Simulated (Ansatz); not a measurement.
**CH₅BBrN: basis-set convergence**

The task here is to estimate one member of a computed series from the others.

Method: one geometry, several basis sets; program: Ansatz 0.2.0, Gaussian basis.

Plan: PBE0-D4/def2-SVP; ωB97M-V/def2-SVP; PBE0-D4/def2-QZVPP; ωB97M-V/def2-QZVPP; the functionals' def2-TZVPP values are taken from earlier runs.

**Structure used throughout**

An earlier PBE0-D4 in a triple-zeta def2 set relaxation fixed the geometry.

SMILES `CB(N)Br`, 9 atoms, charge 0, spin multiplicity 1.

Atoms are counted from 1 here; the program's logs count them from 0.

Bond lengths: C1–B2 1.561 Å, C1–H5 1.094 Å, C1–H6 1.093 Å, C1–H7 1.094 Å, B2–N3 1.386 Å, B2–Br4 1.953 Å, N3–H8 1.005 Å, N3–H9 1.006 Å. Angles: B2–C1–H5 110.5°, B2–C1–H6 113.0°, B2–C1–H7 110.5°, H5–C1–H6 108.2°, H5–C1–H7 106.1°, H6–C1–H7 108.3°, C1–B2–N3 124.4°, C1–B2–Br4 119.0°, N3–B2–Br4 116.7°, B2–N3–H8 123.3°, B2–N3–H9 122.1°, H8–N3–H9 114.6°.

As a file:

```xyz
9

C     0.22162    0.94988   -0.70088
B    -0.24668   -0.40822   -0.08937
N     0.07402   -0.84398    1.18702
Br   -1.35925   -1.59715   -1.16732
H     0.79910    0.77941   -1.61391
H     0.83453    1.53824   -0.01313
H    -0.64040    1.55517   -0.99514
H    -0.23648   -1.72273    1.56411
H     0.64195   -0.29703    1.81162
```

Set-up of the first run:

in.yaml

```yaml
crystal:
  periodic: [false, false, false]
  atoms:
    - {symbol: C, position_ang: [0.221617, 0.949879, -0.700877]}
    - {symbol: B, position_ang: [-0.246679, -0.408224, -0.089370]}
    - {symbol: N, position_ang: [0.074016, -0.843978, 1.187016]}
    - {symbol: Br, position_ang: [-1.359250, -1.597148, -1.167315]}
    - {symbol: H, position_ang: [0.799097, 0.779410, -1.613912]}
    - {symbol: H, position_ang: [0.834531, 1.538243, -0.013129]}
    - {symbol: H, position_ang: [-0.640397, 1.555171, -0.995144]}
    - {symbol: H, position_ang: [-0.236483, -1.722726, 1.564110]}
    - {symbol: H, position_ang: [0.641948, -0.297026, 1.811620]}
basis:
  gaussian: {orbitals: def2-SVP}
hamiltonian: {xc: pbe0, dispersion: d4}
output: {orbitals: {seedname: orbitals}}
```

Launch:

```
$ ansatz run in.yaml --threads 4 --pin off --events-out ev --progress --plain --max-ram 10444MiB
```

Among the steps run: PBE0-D4 in def2-SVP; ωB97M-V in def2-SVP; PBE0-D4 in def2-QZVPP; ωB97M-V in def2-QZVPP.

One of the session's tables, all rows but one given; the rest of the session is left out.

It belongs to the step «Density functionals: the series». 

```
functional       basis  HOMO (eV)  LUMO (eV)
   PBE0-D4    def2-SVP      -7.67       0.79
   PBE0-D4  def2-TZVPP      -7.88       0.51
   PBE0-D4  def2-QZVPP      -7.90       0.40
   ωB97M-V    def2-SVP          ?          ?
   ωB97M-V  def2-TZVPP     -10.13       1.93
   ωB97M-V  def2-QZVPP     -10.15       1.50
```

**Question.** Estimate the row for ωB97M-V, def2-SVP.

The run gave: HOMO (eV): -9.90; LUMO (eV): 2.91. In the column «HOMO (eV)» it lies between ωB97M-V, def2-TZVPP (-10.13) and PBE0-D4, def2-QZVPP (-7.90).
